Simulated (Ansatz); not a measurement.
# Ge (zinc blende): the cost of one run

Method: DFT HSE06, scalar-relativistic, plane waves, PAW, in Ansatz 0.2.0.

## (1) Starting point

It takes space group Fd-3m (No. 227, cubic). The conventional cell has a = 5.658 Å, b = 5.658 Å, c = 5.658 Å, α = 90.00°, β = 90.00°, γ = 90.00°. Ge (site symmetry -43m) has 4 Ge at 2.45 Å as nearest neighbours.

Coordinates:

```
CELL_PARAMETERS angstrom
0.00000 2.82900 2.82900
2.82900 0.00000 2.82900
2.82900 2.82900 0.00000
ATOMIC_POSITIONS crystal
Ge 0.00000 0.00000 0.00000
Ge 0.25000 0.25000 0.25000
```

## (2) Single point: Ge (zinc blende), no spin, volume × 1

File input.yaml:

```yaml
crystal:
  lattice:
    - [0.0, 2.829, 2.829]
    - [2.829, 0.0, 2.829]
    - [2.829, 2.829, 0.0]
  atoms:
    - { symbol: Ge, position: [0.0, 0.0, 0.0] }
    - { symbol: Ge, position: [0.25, 0.25, 0.25] }
scf:
  occupations: { method: gaussian, width: 0.01 }
output:
  forces: true
  stress: true
  eigenvalues: true
  write_density: true
  write_potential: true
  elf: true
  volumetric_format: npy
hamiltonian:
  xc: hse06
basis:
  ecutwfc: 500
kpoints:
  mp_grid: { grid: [6, 6, 6] }
```

Launch:

```sh
ansatz run input.yaml --threads 1 --pin off --max-ram 2867MiB --backend cpu --events-out ev --progress --plain --runs-dir out
```

What time and memory should one allow on 1 thread of Intel Xeon at 2.30GHz, shared host?

About 56 s, with a peak of 1.3 GiB.
